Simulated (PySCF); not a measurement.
# RbZn+: from the state search to spectroscopic constants

One job finds the state of RbZn+, follows it along the bond with each method and fits the curves.

The runs use PySCF 2.14.0; Rb def2-SVP with ECP28, Zn def2-SVP, scalar-relativistic core potentials.

### 1 Set-up

Settings of the job:

```yaml
atoms: Rb, Zn
charge: 1
basis: Rb def2-SVP with ECP28, Zn def2-SVP
Hamiltonian: scalar-relativistic core potentials
basis_functions: 55
electrons_treated: 38
masses_in_u: 84.9118, 63.9291
levels: PBE0, PBE, r²SCAN, revPBE, BP86, r²SCANh, ωB97X, HF, MP2, SCS-MP2, CCSD, CCSD(T)
grid: 80 radial by 434 angular points
occupations: held fixed by the projection of orbital angular momentum
dissociation_limit: Rb+ + Zn, each in its ground configuration
starting_distance_in_angstrom: 3.350
values_of_2S_to_try: 0, 2
```

Launch:

```sh
> OMP_NUM_THREADS=1 python dia.py task.json out
```

After this run come: First curve: PBE0; Higher solutions at PBE0; PBE (GGA); r²SCAN (meta-GGA); revPBE (GGA); BP86 (GGA); r²SCANh; ωB97X (range-separated hybrid); RHF (mean field); MP2 and coupled cluster.

**Question.** What will these runs give? Wanted: for each run, Re; ωe; De; μ.

The runs gave:

Lowest PBE0 solution found, without spin–orbit coupling: ¹Σ⁺ (singlet), closed shell. State 2 has its PBE0 minimum 3.52 eV higher. The other levels ran on the lowest alone.

| level | Re (Å) | ωe (cm⁻¹) | De (eV) | μ (D) |
| --- | --- | --- | --- | --- |
| RHF | 4.052 | 41.9 | 0.128 | -6.31 |
| RHF-MP2 | 3.702 | 57.2 | 0.218 | n/a |
| RHF-SCS-MP2 | 3.750 | 54.3 | 0.199 | n/a |
| RHF-CCSD | 3.754 | 54.2 | 0.197 | n/a |
| RHF-CCSD(T) | 3.735 | 55.1 | 0.202 | n/a |
| PBE | 3.642 | 61.3 | 0.237 | -5.17 |
| revPBE | 3.755 | 53.9 | 0.206 | -5.43 |
| BP86 | 3.671 | 57.4 | 0.185 | -5.39 |
| r²SCAN | 3.685 | 58.6 | 0.199 | -5.41 |
| r²SCANh | 3.693 | 58.7 | 0.196 | -5.42 |
| PBE0 | 3.682 | 60.1 | 0.213 | -5.30 |
| ωB97X | 3.661 | 61.8 | 0.194 | -5.54 |

De is counted to Rb+ + Zn in their ground configurations. A positive dipole points from Rb to Zn; in an ion it is taken about the centre of mass and does not tell which atom is negative.

Bond lengths run from 3.642 Å (PBE) to 4.052 Å (RHF). CCSD(T) can't serve as the judge here: for a weak bond in this basis it is far from its limit. Of the levels with a De here, RHF gives the least (0.128 eV) and PBE the most (0.237 eV).

Correlated steps freeze 5 core orbitals. The bond is weak, and basis-set superposition, which was not computed, may be a sizeable part of it. Spin–orbit coupling is left out.
